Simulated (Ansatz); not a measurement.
# LiMg: structure and electronic structure, part 2 of 2

Aim: relax LiMg, then solve it with and without frozen cores. Methods of the runs shown: PAW and LAPW. Its runs: cell and atoms relaxed (PAW and LAPW); the reference run (LAPW and PAW).

Ansatz 0.2.0; DFT LDA; a Materials Project cell.

## 3. The relaxed cell, LAPW

The input, input.yaml:

```yaml
crystal:
  lattice:
    - [1.5248111501, 0.880350128, 4.9174101038]
    - [-1.5248111501, 0.880350128, 4.9174101038]
    - [0.0, -1.760700256, 4.9174101038]
  atoms:
    - { symbol: Li, position: [0.0, 0.0, 0.0] }
    - { symbol: Mg, position: [0.5, 0.5, 0.5] }
kpoints:
  mp_grid: { grid: [16, 16, 16] }
  band_path:
    path:
      - [0.0, 0.0, 0.0]
      - [0.5, 0.5, 0.5]
      - [0.8119661761, 0.1880338239, 0.5]
      - [0.5, -0.1880338239, 0.1880338239]
      - [0.5, 0.0, 0.0]
      - [0.0, 0.0, 0.0]
      - [0.344016912, -0.344016912, 0.0]
      - [0.655983088, 0.0, 0.344016912]
      - [0.5, 0.0, 0.5]
    npoints: 14
scf:
  occupations: { method: fermi_dirac, width: 0.05 }
hamiltonian:
  xc: lda
  pseudopotentials: { kind: all_electron, lapw: { basis_error: 0.0005 } }
output:
  forces: true
  stress: true
  eigenvalues: true
  populations: true
  dos: { projected: true, de: 0.2, e_range: [-14, 8] }
```

Command:

```
$ ansatz run input.yaml --threads 1 --pin off --max-ram 2048MiB --backend cpu --events-out ev --progress --plain --runs-dir out
```

Output:

```text
Li: projections on atomic orbitals take those of the free atom 1s2 2s1, of charge +0.00 (hamiltonian.pseudopotentials.projection_atoms)
Mg: projections on atomic orbitals take those of the free atom 1s2 2s2 2p6 3s2, of charge +0.00 (hamiltonian.pseudopotentials.projection_atoms)
LAPW: plane waves up to 5.946 Å⁻¹, error target 5.0e-4 eV per atom; small_component_spin mean_spin; Li in spheres of 1.499 Å, 3 of its electrons in bands, Dirac shells []; Mg in spheres of 1.525 Å, 10 of its electrons in bands, Dirac shells []
Engine: ansatz 0.2.0
Pseudopotentials: kind: all_electron
Pseudopotential: Li, LAPW, valence charge 3, Koelling and Harmon's equation, gaussian nucleus
Pseudopotential: Mg, LAPW, valence charge 10, Koelling and Harmon's equation, gaussian nucleus
Functional definition: SPW92
  exchange = slater_x
  correlation = pw_c
Crystal: 2 atoms, lattice volume = 39.606 Å³
Basis set: ecut = 134.71683161451543 eV, 135 PW (Γ), FFT grids on a1−a3, a2−a3, a3, exchange–correlation at level 2
Bands: 11, of which v1, the nominal top of the filled ones, is band 7 counted from 1 (6 counted from 0)
Symmetry: 12 space group operations
Space group: R-3m (ITA 166), of the structure as read, at distance tolerance 3.4e-5 Å
k-points: 417 of 4096
Non-local potential: Li, projectors of the file, none
Non-local potential: Mg, projectors of the file, none
Initial density: superposition of atomic densities (chi_scale 0.1, normalization cell, long waves kept (reshape's long-wave potential 0.00 eV rms))
Initial wavefunctions: plane waves of lowest kinetic energy (no species holds an atomic orbital)
Functional: x = slater, c = lda
iter 1 solved again at ethr=2.02e-3 eV; its pass at ethr=1.00e-1 eV (dr2=2.62e-1 eV) is discarded
SCF iter   1: F=—  HF=-5631.077769 eV  |F-HF|=—  |Δ(HF+E_count)|=         —  Δρ=1.24e-2  dr2=2.62e-1  ethr=2.02e-3  ⟨swp⟩=2.2  Hψ=33794  notcnv=0
preconditioner: auto → none  [metal: Δε(μ)=0.007 eV  Ē_g=7.537 eV  σ=0.050 eV  W_gap=0.04  n_scr=2 (ndim 8)  ℏωp=10.2 eV  f_vac=0.000  D(μ)=0.86/eV (n_scr^D=2)  sad-step TF]
SCF iter   2: F=—  HF=-5631.010570 eV  |F-HF|=—  |Δ(HF+E_count)|=   6.72e-2  Δρ=7.82e-3  dr2=1.04e-1  ethr=2.01e-3  ⟨swp⟩=2.0  Hψ=15023  notcnv=0
iter 3 solved again at ethr=7.63e-5 eV; its pass at ethr=7.99e-4 eV (dr2=9.92e-3 eV) is discarded
SCF iter   3: F=—  HF=-5630.977333 eV  |F-HF|=—  |Δ(HF+E_count)|=   3.32e-2  Δρ=2.43e-3  dr2=9.93e-3  ethr=7.63e-5  ⟨swp⟩=2.0  Hψ=25205  notcnv=0
SCF iter   4: F=—  HF=-5630.974521 eV  |F-HF|=—  |Δ(HF+E_count)|=   2.81e-3  Δρ=4.93e-4  dr2=2.49e-4  ethr=7.63e-5  ⟨swp⟩=2.0  Hψ=13685  notcnv=0
SCF iter   5: F=—  HF=-5630.974457 eV  |F-HF|=—  |Δ(HF+E_count)|=   6.44e-5  Δρ=6.15e-5  dr2=3.33e-6  ethr=1.92e-6  ⟨swp⟩=2.0  Hψ=13237  notcnv=0
SCF iter   6: F=-5630.974452 eV  HF=-5630.974452 eV  |F-HF|=5.13e-8  |Δ(HF+E_count)|=   4.66e-6  Δρ=9.78e-6  dr2=5.13e-8  ethr=2.56e-8  ⟨swp⟩=2.0  Hψ=13216  notcnv=0
SCF 1 converged in 6 iterations: F = -5630.974452 eV  dr2 = 5.13e-8
NSCF: frozen V_eff on 113 k-points
SCF converged after 6 iterations
Free energy (F): -5630.974452 eV
Harris-Foulkes:  -5630.974452 eV  (|F-HF|=5.13e-8)
Internal energy: -5630.967248 eV  (E = F + TS)
E sigma→0 (E₀):  -5630.970850 eV
Entropy (-TS):   -0.007205 eV (-3.602 meV/atom)
Fermi energy:    3.548595 eV
--- Per-component energies (eV) ---
  E_band       = -457.131821
  E_kinetic    = 5629.152804
  E_xc         = -472.090811
  E_electrostatic = -10788.029241  (all electrons and nuclei)
  E_smearing   = -0.007205  (= −TS)
  E_closure    = 0.000000  (closes the sum)
  E_atoms      = -5627.084885  (free atoms, spherical and without spin; not in F)
  Σ components = -5630.974452   (vs F -5630.974452, Δ=0.00e0)
  Basis errors (estimates in eV, not in F): energy 7.5e-5 per atom: plane waves 7.0e-5 (3.6e-5 summed), levels above the bands 1.3e-64, relativity 2.0e-10, radial functions 4.7e-6, core shells 1.2e-13; eigenvalues (radial functions only) 5.1e-6; not estimated: angular momenta, meshes, grids; target (lapw.basis_error) 5.0e-4; muffin-tin radii Li 1.499 Å, Mg 1.525 Å
--- Forces (eV/Å), atoms counted from 1 ---
  atom   1  Li    -0.00000000     0.00000000     0.00000000
  atom   2  Mg    -0.00000000     0.00000000     0.00000000
  max |Σ_I F_I| component: 5.26e-31 eV/Å
--- Stress (GPa, compression-positive) ---
        0.050166       0.000000      -0.000000
        0.000000       0.050166      -0.000000
       -0.000000      -0.000000       0.056230
  P = ⅓ Tr σ = 0.0522 GPa (0.522 kbar)
--- Band table (eV; the first three rows and the last of 417) ---
  k-point 0: bands = ["-71.5912", "-41.8436", "-39.0126", "-38.9880", "-38.9880", "-2.3533", "2.6964", "4.8741", "16.2193", "16.2193", "16.7661"]
  k-point 1: bands = ["-71.5910", "-41.8431", "-39.0124", "-38.9896", "-38.9884", "-2.2724", "2.7562", "4.9469", "15.0347", "15.6710", "16.3031"]
  k-point 2: bands = ["-71.5906", "-41.8416", "-39.0118", "-38.9941", "-38.9895", "-2.0303", "2.9349", "5.1617", "13.1150", "14.9121", "15.0911"]
  k-point 416: bands = ["-71.5912", "-41.8437", "-39.0124", "-38.9880", "-38.9880", "-1.8699", "0.5329", "9.7123", "11.5404", "15.4213", "15.4213"]
--- Löwdin populations: 2 sites ---
  site symbol       q [e]
     0     Li      3.0462
     1     Mg     11.3759
  spilling = 0.038529 (of n_electrons = 15.000000)
```

Wall time 45 s (1 thread of Arm Neoverse N1, shared host); peak memory 0.51 GiB.

In short: pressure 0.05 GPa; no gap.

At the corners of the path (eV, zero at the Fermi level):

```csv
point,band 3,band 4,band 5,band 6,band 7,band 8,band 9
Γ,-42.56,-42.54,-42.54,-5.90,-0.85,1.33,12.67
T,-42.56,-42.54,-42.54,-5.42,-3.02,6.16,7.99
H2,-42.57,-42.56,-42.56,0.35,0.85,1.49,2.12
H0,-42.57,-42.56,-42.56,0.35,0.85,1.49,2.12
L,-42.58,-42.56,-42.55,-1.07,-0.75,2.52,3.84
Γ,-42.56,-42.54,-42.54,-5.90,-0.85,1.33,12.67
S0,-42.57,-42.56,-42.56,0.39,0.88,1.53,2.29
S2,-42.57,-42.56,-42.56,0.39,0.88,1.53,2.29
F,-42.58,-42.56,-42.55,-1.05,0.21,0.81,3.22
```

States per cell in windows of 1 eV (zero at the Fermi level; grid of 0.20 eV, so sharp peaks spill over the borders):

```csv
from,to,total,Mg 3s,Li 2s
-6,-5,0.20,0.14,0.05
-5,-4,0.35,0.27,0.08
-4,-3,0.36,0.27,0.08
-3,-2,0.50,0.26,0.20
-2,-1,0.72,0.26,0.30
-1,0,0.79,0.16,0.29
0,1,0.74,0.13,0.16
1,2,0.73,0.11,0.15
2,3,0.99,0.11,0.15
3,4,0.80,0.04,0.08
4,5,0.91,0.05,0.08
```

## 4. The relaxed cell, PAW

The input, input.yaml:

```yaml
crystal:
  lattice:
    - [1.5248111501, 0.880350128, 4.9174101038]
    - [-1.5248111501, 0.880350128, 4.9174101038]
    - [0.0, -1.760700256, 4.9174101038]
  atoms:
    - { symbol: Li, position: [0.0, 0.0, 0.0] }
    - { symbol: Mg, position: [0.5, 0.5, 0.5] }
kpoints:
  mp_grid: { grid: [16, 16, 16] }
scf:
  occupations: { method: fermi_dirac, width: 0.05 }
hamiltonian:
  xc: lda
  pseudopotentials: { kind: paw }
output:
  forces: true
  stress: true
  eigenvalues: true
  efg: { contact_densities: true }
  populations: true
```

Command:

```
$ ansatz run input.yaml --threads 1 --pin off --max-ram 2048MiB --backend cpu --events-out ev --progress --plain --runs-dir out
```

Output, cut to the lines that bear on the results:

```text
[...]
[... 4 set-up lines as earlier in the session ...]
[...]
Crystal: 2 atoms, lattice volume = 39.606 Å³
Basis set: ecut = 420 eV, 773 PW (Γ), FFT grids on a1−a3, a2−a3, a3
Bands: 11, of which v1, the nominal top of the filled ones, is band 7 counted from 1 (6 counted from 0)
[... 2 set-up lines as earlier in the session ...]
k-points: 417 of 4096
[...]
SCF iter   1: F=—  HF=-2103.338246 eV  |F-HF|=—  |Δ(HF+E_count)|=         —  Δρ=5.92e-3  dr2=4.72e-3  ethr=1.77e-3  ⟨swp⟩=5.3  Hψ=29331  notcnv=0
[...]
  atom   2  Mg    -0.00000000     0.00000000     0.00000000
[...]
--- Stress (GPa, compression-positive) ---
        0.029417       0.000000       0.000000
        0.000000       0.029417      -0.000000
        0.000000      -0.000000       0.040674
  P = ⅓ Tr σ = 0.0332 GPa (0.332 kbar)
--- PAW observables at the nuclei: V_zz in 10²¹ V/m², potentials from the cell's mean, atoms counted from 1 ---
  atom   1  Li V_zz =    -0.013767   η = 0.0000   by run symmetry: allowed
            electrostatic potential = -163.014025 V   contact ρ = 91.547392 e/Å³
  atom   2  Mg V_zz =    +0.233937   η = 0.0000   by run symmetry: allowed
            electrostatic potential = -1096.447993 V   contact ρ = 7718.701988 e/Å³
--- Band table (eV; the first three rows and the last of 417) ---
  k-point 0: bands = ["-71.3958", "-41.6107", "-38.8248", "-38.7998", "-38.7998", "-2.1506", "2.8978", "5.0769", "16.4153", "16.4153", "16.9539"]
[...]
--- Löwdin populations: 2 sites ---
  site symbol       q [e]
     0     Li      3.0341
     1     Mg      9.3708
  spilling = 0.045780 (of n_electrons = 13.000000)
```

It took 20 s on 1 thread of Arm Neoverse N1, shared host; peak memory 0.46 GiB.

Result: pressure 0.03 GPa; no gap; Vzz Li1 -0.01 (η = 0.00), Mg2 0.23 (η = 0.00) (10²¹ V/m²).

## 5. Cell and atoms relaxed, LAPW

Changes to input.yaml since step 4:

```diff
@@ -14,3 +14,3 @@
   xc: lda
-  pseudopotentials: { kind: paw }
+  pseudopotentials: { kind: all_electron, lapw: { basis_error: 0.0005 } }
 output:
@@ -19,3 +19,5 @@
   eigenvalues: true
-  efg: { contact_densities: true }
-  populations: true
+relax:
+  f_tol: 0.005
+  max_steps: 12
+  cell: {}
```

Command:

```
$ ansatz run input.yaml --threads 1 --pin off --max-ram 2048MiB --backend cpu --events-out ev --progress --plain --runs-dir out
```

Output, cut to the lines that bear on the results:

```text
[...]
LAPW: plane waves up to 6.216 Å⁻¹, error target 5.0e-4 eV per atom; small_component_spin mean_spin; Li in spheres of 1.454 Å, 3 of its electrons in bands, Dirac shells []; Mg in spheres of 1.479 Å, 10 of its electrons in bands, Dirac shells []
[...]
[... 4 set-up lines as earlier in the session ...]
[...]
Crystal: 2 atoms, lattice volume = 39.606 Å³
Basis set: ecut = 147.2159759373625 eV, 141 PW (Γ), FFT grids on a1−a3, a2−a3, a3, exchange–correlation at level 2
Bands: 11, of which v1, the nominal top of the filled ones, is band 7 counted from 1 (6 counted from 0)
[... 1 set-up line as earlier in the session ...]
[...]
        0.005213      -0.000000       0.000000
       -0.000000       0.005213      -0.000000
        0.000000      -0.000000       0.009147
  P = ⅓ Tr σ = 0.0065 GPa (0.065 kbar)
--- Band table (eV; the first three rows and the last of 417) ---
  k-point 0: bands = ["-71.6041", "-41.8566", "-39.0255", "-39.0011", "-39.0011", "-2.3585", "2.6869", "4.8595", "16.1967", "16.1967", "16.7460"]
[...]
--- Relaxed structure (2 steps of the walk, 2 accepted, 1 SCFs on fresh bases) ---
  F+E_penalty+E_count = -5630.97442953 eV   max|allowed force component| = 2.630e-31 eV/Å   (the final SCF, on the basis selected at the relaxed cell)
  cell:  # Å, volume = 39.6731 Å³
    - [1.525570649426408, 0.8807886251141289, 4.920854530999953]
    - [-1.525570649426408, 0.8807886251141289, 4.920854530999953]
    - [4.466154929687677e-34, -1.7615772502282578, 4.920854530999953]
  atoms:
    - { symbol: Li, position: [-3.2892221198043045e-37, 3.2892221198043045e-37, -9.943200293647356e-71] }
    - { symbol: Mg, position: [0.4999999999999999, 0.4999999999999999, 0.4999999999999999] }
```

Run time: 87 s. Hardware: 1 thread of Arm Neoverse N1, shared host; peak memory 0.58 GiB.

The steps of the relaxation:

```
step  energy from step 1 (eV/cell)  largest force component (eV/Å)  pressure (GPa)  volume (Å³)
   1                        0.0000                          0.0000            0.05        39.61
   2                        0.0000                          0.0000            0.01        39.67
   3                        0.0000                          0.0000            0.01        39.67
```

Step 1 is the start. Step 3 repeats the geometry before on a plane-wave basis chosen anew for that cell, so the energy can jump there without any move; the table keeps such jumps.

| input's cell | before | after | change |
| --- | --- | --- | --- |
| a (Å) | 5.223 | 5.227 | +0.1 % |
| b (Å) | 5.223 | 5.227 | +0.1 % |
| c (Å) | 5.223 | 5.227 | +0.1 % |
| volume (Å³/atom) | 19.80 | 19.84 | +0.2 % |

Read from it: pressure 0.01 GPa; no gap.

## 6. The series in one table

```
               run  pressure (GPa)  Vzz Li1 (10²¹ V/m²)  Vzz Mg2 (10²¹ V/m²)  SCF cycles, all passes
Relaxed cell, LAPW            0.05                    –                    –                       6
 Relaxed cell, PAW            0.03                -0.01                 0.23                       6
```

## 7. What came out

The summary covers parts 1 to 2.

| quantity | value |
| --- | --- |
| volume, relaxed (PAW) | 19.803 Å³/atom, R-3m |
| volume, relaxed (LAPW) | 19.837 Å³/atom, R-3m |
| gap (LAPW) | none |

What this shows: Relaxing changes the volume by -5.8 %, to 19.80 Å³/atom; LAPW ends +0.17 % from PAW. The count of 13 electrons in bands leaves a band partly filled, so there is no gap. In pressure, PAW differs from LAPW by -0.02 GPa.
